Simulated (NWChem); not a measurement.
**C8H10S (SMILES CCSc1ccccc1) at 4 levels**

Aim: a comparison of 4 runs (HF/STO-3G, HF/3-21G, B3LYP/6-31G*) of C8H10S. 

Program for the calculation: NWChem 7.3.0.

### 1 The structure to begin with

The species is C8H10S (19 atoms), meant as a singlet with charge 0. As SMILES, `CCSc1ccccc1`. The shape is that of a PBE0-D4/def2-TZVP optimisation. This is one conformer, not always the lowest.

Some bond lengths: C1–C2 1.515 Å, C2–S3 1.802 Å, S3–C4 1.757 Å, C4–C5 1.392 Å, C5–C6 1.387 Å, C6–C7 1.386 Å, C7–C8 1.388 Å, C4–C9 1.395 Å, C8–C9 1.383 Å, C1–H10 1.091 Å, C1–H11 1.091 Å, C1–H12 1.094 Å, C2–H13 1.093 Å, C2–H14 1.093 Å, C5–H15 1.082 Å, C6–H16 1.084 Å. Some angles: C1–C2–S3 114.4°, C2–S3–C4 104.2°, S3–C4–C5 124.5°, S3–C4–C9 116.5°, C5–C4–C9 119.0°, C4–C5–C6 120.2°, C5–C6–C7 120.7°, C6–C7–C8 119.2°, C7–C8–C9 120.5°, C4–C9–C8 120.4°.

### 2 Energy and gradient at HF/STO-3G (run 1)

a.nw

```
start a
memory stack 880 mb heap 220 mb global 1100 mb
charge 0
geometry units angstrom noautosym nocenter noautoz
 C       -2.114900      -1.237900       1.324900
 C       -2.442500       0.000000       0.514500
 S       -1.678200       0.045500      -1.117300
 C        0.035000       0.245900      -0.783900
 C        0.554500       0.709200       0.421500
 C        1.923300       0.872600       0.573300
 C        2.790100       0.589000      -0.469700
 C        2.273600       0.131900      -1.674300
 C        0.910800      -0.046400      -1.830300
 H       -1.043500      -1.317200       1.515800
 H       -2.427400      -2.138600       0.794200
 H       -2.629700      -1.209200       2.289600
 H       -3.511000       0.046200       0.289200
 H       -2.203500       0.919800       1.053700
 H       -0.100900       0.951200       1.248200
 H        2.311600       1.230900       1.520300
 H        3.858400       0.719800      -0.345500
 H        2.938400      -0.097900      -2.499300
 H        0.514200      -0.418900      -2.768400
end
basis spherical bse
 C library STO-3G
 S library STO-3G
 H library STO-3G
end
scf
 nopen 0
 rhf
 thresh 1e-08
 maxiter 80
end
task scf gradient
```

Started as:

```sh
$ nwchem a.nw > a.out
```

Log:

```text
[...]
  functions       =    59
[...]
  wavefunction    = RHF
[...]
         Total SCF energy =   -698.232238357340
      One-electron energy =  -1940.571834771256
      Two-electron energy =    749.119743455025
 Nuclear repulsion energy =    493.219852958890
        Time for solution =     14.8s
[...]
                         RHF ENERGY GRADIENTS
    atom               coordinates                        gradient
                 x          y          z           x          y          z
   1 C      -3.996581  -2.339292   2.503698   -0.002837   0.018178  -0.016388
   2 C      -4.615656   0.000000   0.972264    0.006024  -0.024953   0.017155
   3 S      -3.171338   0.085983  -2.111391    0.009011   0.002922   0.008674
   4 C       0.066140   0.464684  -1.481356   -0.002225  -0.000391  -0.004674
   5 C       1.047853   1.340194   0.796520   -0.002946  -0.000800   0.001250
   6 C       3.634510   1.648975   1.083380   -0.001130  -0.000685  -0.001700
   7 C       5.272524   1.113049  -0.887604    0.000339  -0.000134  -0.000631
   8 C       4.296481   0.249255  -3.163968   -0.001022   0.001492   0.002165
   9 C       1.721162  -0.087683  -3.458765   -0.002557  -0.000830  -0.001352
  10 H      -1.971929  -2.489147   2.864447    0.005044  -0.000531   0.000517
  11 H      -4.587121  -4.041368   1.500820   -0.000780  -0.003717  -0.002729
[...]
```

Run time: 17 s. Hardware: 1 thread of Intel Xeon Platinum 8375C at 2.90GHz (Ice Lake), shared host; peak memory 0.097 GiB.

### 3 Energy and forces at HF/3-21G (run 2)

nw.nw

```
START nw
memory 2200 mb

GEOMETRY noautosym nocenter noautoz
C       -2.114900      -1.237900       1.324900
C       -2.442500       0.000000       0.514500
S       -1.678200       0.045500      -1.117300
C        0.035000       0.245900      -0.783900
C        0.554500       0.709200       0.421500
C        1.923300       0.872600       0.573300
C        2.790100       0.589000      -0.469700
C        2.273600       0.131900      -1.674300
C        0.910800      -0.046400      -1.830300
H       -1.043500      -1.317200       1.515800
H       -2.427400      -2.138600       0.794200
H       -2.629700      -1.209200       2.289600
H       -3.511000       0.046200       0.289200
H       -2.203500       0.919800       1.053700
H       -0.100900       0.951200       1.248200
H        2.311600       1.230900       1.520300
H        3.858400       0.719800      -0.345500
H        2.938400      -0.097900      -2.499300
H        0.514200      -0.418900      -2.768400
END

BASIS spherical bse
C library 3-21G
S library 3-21G
H library 3-21G
END

SCF
thresh 1e-08
maxiter 80
noprint "final vectors analysis"
END

TASK scf gradient
```

Started as:

```sh
$ nwchem nw.nw > nw.out
```

Log:

```text
[...]
  functions       =   105
[...]
  wavefunction    = RHF
[...]
         Total SCF energy =   -702.608066383420
      One-electron energy =  -1940.428257936533
      Two-electron energy =    744.600338594222
 Nuclear repulsion energy =    493.219852958890
        Time for solution =     18.6s
[...]
                         RHF ENERGY GRADIENTS
    atom               coordinates                        gradient
                 x          y          z           x          y          z
   1 C      -3.996581  -2.339292   2.503698   -0.003380   0.012762  -0.008559
   2 C      -4.615656   0.000000   0.972264    0.024117  -0.015407  -0.024207
   3 S      -3.171338   0.085983  -2.111391    0.020281   0.003117   0.033409
   4 C       0.066140   0.464684  -1.481356   -0.040911  -0.004942  -0.005572
   5 C       1.047853   1.340194   0.796520    0.004432  -0.000085   0.001439
   6 C       3.634510   1.648975   1.083380   -0.003842  -0.001998  -0.005059
   7 C       5.272524   1.113049  -0.887604   -0.003729  -0.000649  -0.001317
   8 C       4.296481   0.249255  -3.163968   -0.003760   0.001794   0.004684
   9 C       1.721162  -0.087683  -3.458765    0.002012   0.000759   0.000120
  10 H      -1.971929  -2.489147   2.864447    0.006143  -0.000305   0.001196
  11 H      -4.587121  -4.041368   1.500820   -0.001412  -0.005118  -0.002668
[...]
```

Run time: 22 s. Hardware: 1 thread of Intel Xeon Platinum 8375C at 2.90GHz (Ice Lake), shared host; peak memory 0.098 GiB.

Run 3 isn't shown in full; the table further down has it.

### 4 Energy and forces at B3LYP/6-31G(d) (Cartesian functions) (run 4)

c8h10s.nw

```
echo
start c8h10s
title "C8H10S B3LYP"
memory total 2200 mb

geometry units atomic noautosym nocenter noautoz
  C  -3.99658178 -2.33929197  2.50369814
  C  -4.61565606  0.00000000  0.97226409
  S  -3.17133838  0.08598254 -2.11139100
  C   0.06614041  0.46468365 -1.48135631
  C   1.04785314  1.34019377  0.79651956
  C   3.63451026  1.64897502  1.08337999
  C   5.27252486  1.11304869 -0.88760436
  C   4.29648132  0.24925488 -3.16396845
  C   1.72116255 -0.08768329 -3.45876573
  H  -1.97192921 -2.48914725  2.86444686
  H  -4.58712119 -4.04136829  1.50082049
  H  -4.96941279 -2.28505683  4.32671693
  H  -6.63482842  0.08730535  0.54650880
  H  -4.16401152  1.73817009  1.99120442
  H  -0.19067337  1.79750749  2.35875615
  H   4.36829091  2.32606389  2.87295063
  H   7.29131928  1.36022486 -0.65290038
  H   5.55277124 -0.18500419 -4.72299250
  H   0.97169717 -0.79160627 -5.23151780
end

basis "ao basis" cartesian
  C library 6-31G*
  S library 6-31G*
  H library 6-31G*
end

dft
  xc b3lyp
  grid fine
  convergence energy 1e-08
  maxiter 100
  mulliken
end

task dft gradient
```

Started as:

```sh
$ nwchem c8h10s.nw > c8h10s.out
```

Log (excerpt; [...] marks lines left out):

```text
[...]
          Wavefunction type:  closed shell.
          No. of atoms     :    19
          No. of electrons :    74
[...]
          Charge           :     0
          Spin multiplicity:     1
[...]
          AO basis - number of functions:   159
[...]
              XC Information
              --------------
                         B3LYP Method XC Potential
                     Hartree-Fock (Exact) Exchange  0.200
                        Slater Exchange Functional  0.800 local
                    Becke 1988 Exchange Functional  0.720 non-local
              Lee-Yang-Parr Correlation Functional  0.810
                  VWN I RPA Correlation Functional  0.190 local
[...]
 d= 0,ls=0.0,diis     1   -708.9649987530 -1.20D+03  6.22D-03  1.05D+00    14.6
[...]
 d= 0,ls=0.0,diis    11   -709.0618651070 -6.43D-10  1.51D-07  5.19D-10   110.5
         Total DFT energy =     -709.061865106997
      One electron energy =    -1946.899308998206
           Coulomb energy =      817.518321183843
    Exchange-Corr. energy =      -72.900694718090
 Nuclear repulsion energy =      493.219817425456
[...]
      Total Density - Mulliken Population Analysis
     ---------------------------------------------
[...]
  wavefunction    = closed shell
                         DFT ENERGY GRADIENTS
    atom               coordinates                        gradient
                 x          y          z           x          y          z
   1 C      -3.996582  -2.339292   2.503698   -0.000343   0.003809  -0.003465
   2 C      -4.615656   0.000000   0.972264    0.005839  -0.003543  -0.004342
   3 S      -3.171338   0.085983  -2.111391    0.007654   0.000275   0.013272
   4 C       0.066140   0.464684  -1.481356   -0.002601   0.000233   0.000073
   5 C       1.047853   1.340194   0.796520    0.003438  -0.002082  -0.005280
   6 C       3.634510   1.648975   1.083380   -0.003190  -0.002356  -0.006332
   7 C       5.272525   1.113049  -0.887604   -0.006912  -0.000883  -0.000818
   8 C       4.296481   0.249255  -3.163968   -0.004686   0.001389   0.005510
   9 C       1.721163  -0.087683  -3.458766    0.001873   0.002191   0.005741
  10 H      -1.971929  -2.489147   2.864447   -0.001802   0.000428  -0.000614
  11 H      -4.587121  -4.041368   1.500820    0.000665   0.002024   0.000716
[...]
```

It took 2.2 min on 1 thread of Intel Xeon Platinum 8375C at 2.90GHz (Ice Lake), shared host; peak memory 0.15 GiB.

### 5 The series

| run | level | iteration cap | module | energy (Eh) | dipole moment (D) | HOMO energy (eV) | LUMO energy (eV) | wall time |
| --- | --- | --- | --- | --- | --- | --- | --- | --- |
| 1 | HF/STO-3G | 80 | scf | -698.232238 | 0.94 | -5.97 | 7.39 | 17 s |
| 2 | HF/3-21G | 80 | scf | -702.608066 | 1.80 | – | – | 22 s |
| 3 | B3LYP/6-31G* (spherical functions) | 100 | dft | -709.052849 | 1.47 | -5.59 | 0.01 | 2.1 min |
| 4 | B3LYP/6-31G* (Cartesian functions) | 100 | dft | -709.061865 | 1.47 | -5.59 | 0.01 | 2.2 min |

### 6 Results

| quantity | value |
| --- | --- |
| run 4: total energy | -709.06187 Eh |
| run 4: dipole moment | 1.47 D |
| run 4: HOMO energy | -5.59 eV |
| run 4: LUMO energy | 0.01 eV |
| run 4: HOMO–LUMO gap | 5.60 eV |
| run 4: largest force on an atom | 0.788 eV/Å |

The dipole moment (its size) runs from 0.94 D (HF/STO-3G) to 1.80 D (HF/3-21G). Over runs 1, 3, 4 the HOMO–LUMO gap runs from 5.60 eV (B3LYP/6-31G*) to 13.37 eV (HF/STO-3G). The two ends differ in method and basis. In run 1 the basis is minimal, so the values are rough. All runs together took 5 min, the longest 2.2 min.
